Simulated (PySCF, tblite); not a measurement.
# C₃H₁₃FOSi₃: geometry, infrared bands and NMR shifts

Aim: predict the infrared bands and NMR shifts of C₃H₁₃FOSi₃ (`C[C@@H](O)C[SiH2][SiH2][SiH2]F`).

Computed with tblite 0.8.0 and PySCF 2.14.0, with density-fitted response routines of our own, on a single molecule in the gas phase. Atoms count from 0, in the outputs and in this text.

**1. The starting structure**

21 atoms, charge 0, multiplicity 1; geometry from: force field or distance geometry start.

Bonds of the start (Å): C0–C1 1.51, C1–O2 1.43, C1–C3 1.54, C3–Si4 1.88, Si4–Si5 2.30, Si5–Si6 2.29, Si6–F7 1.61, C0–H8 1.10, C0–H9 1.10, C0–H10 1.09, C1–H11 1.11, O2–H12 0.98, C3–H13 1.09, C3–H14 1.09, Si4–H15 1.49, Si4–H16 1.49, Si5–H17 1.50, Si5–H18 1.50, Si6–H19 1.48, Si6–H20 1.49.

**2. Geometry optimisation with GFN2-xTB**

Job settings and geometry (Å):

```
{"job": {"kind": "relax", "xc": "GFN2-xTB", "basis": "xTB"}, "charge": 0, "multiplicity": 1}
C     -2.904200     0.022800    -0.438600
C     -1.634600    -0.182700     0.347800
O     -0.896500    -1.266300    -0.232000
C     -0.747300     1.069800     0.313200
Si     0.674800     1.101700     1.545400
Si     2.144600    -0.636600     1.235200
Si     2.808300    -0.510900    -0.957900
F      3.915800    -1.631100    -1.274500
H     -3.503400     0.840400    -0.019800
H     -3.526700    -0.885500    -0.428200
H     -2.694200     0.247800    -1.488800
H     -1.884700    -0.472200     1.388400
H     -1.498100    -2.038700    -0.241400
H     -1.359200     1.943000     0.532000
H     -0.340800     1.204900    -0.685100
H      0.124500     1.074300     2.933700
H      1.398200     2.398700     1.387300
H      1.509800    -1.946500     1.585500
H      3.308000    -0.457400     2.169600
H      1.681800    -0.680900    -1.897000
H      3.415100     0.822400    -1.217900
```

Started as:

```
OMP_NUM_THREADS=1 python probes_run.py task.json out
```

The driver reads the jobs from task.json and runs them one after another.

**Question.** This job is followed by: GFN2-xTB harmonic vibrations, gas phase; GIAO PBE0/pcSseg-1 NMR shielding, non-relativistic, gas phase. Predict these results of the whole session: strongest single infrared mode (GFN2-xTB); zero-point energy (GFN2-xTB); ¹³C shifts against TMS (PBE0/pcSseg-1); ¹H shifts against TMS (PBE0/pcSseg-1, means over atoms taken as alike); ¹⁷O shifts against H2O (PBE0/pcSseg-1); ²⁹Si shifts against TMS (PBE0/pcSseg-1); ¹⁹F shifts against CFCl3 (PBE0/pcSseg-1); surface potential, 1st and 99th percentile.

**Answer**, as computed:

| quantity | value |
| --- | --- |
| strongest single infrared mode (GFN2-xTB) | 620 cm⁻¹, 758 km/mol |
| zero-point energy (GFN2-xTB) | 93.2 kcal/mol |
| ¹³C shifts against TMS (PBE0/pcSseg-1) | 73.6, 28.9, 20.2 ppm |
| ¹H shifts against TMS (PBE0/pcSseg-1, means over atoms taken as alike) | 5.46, 5.19, 4.03, 4.01, 3.91, 3.62, 3.53, 1.23, 1.03, 1.00, 0.82 ppm |
| ¹⁷O shifts against H2O (PBE0/pcSseg-1) | 86.9 ppm |
| ²⁹Si shifts against TMS (PBE0/pcSseg-1) | -13.0, -79.1, -123.3 ppm |
| ¹⁹F shifts against CFCl3 (PBE0/pcSseg-1) | -221.5 ppm |
| surface potential, 1st and 99th percentile | -1.47 V and 2.48 V |

What this shows: Relaxing lowered the energy by 0.395 eV in 198 steps; the close pair that moved most is C3–Si4, from 1.882 to 1.911 Å. All 57 modes are real, so the xTB geometry is a minimum. The strongest single mode, at 620 cm⁻¹, is carried by H17, H15, H18, H16. GFN2-xTB is a fitted tight-binding method: band positions and strengths are rough. Its intensities can rank the bands wrongly. C1 (sp3 CH bonded to O) lies farthest downfield among carbon, at 73.6 ppm; pulled downfield by the heteroatom. At PBE0/pcSseg-1: The largest span, 154 ppm, is at Si6, where the paramagnetic term is -514 ppm. At PBE0/pcSseg-1, counted by nearest atom on the grid, the HOMO lies on Si5 29 %; Si4 18 %, the LUMO on Si5 19 %; Si4, Si6 about 12 % each.
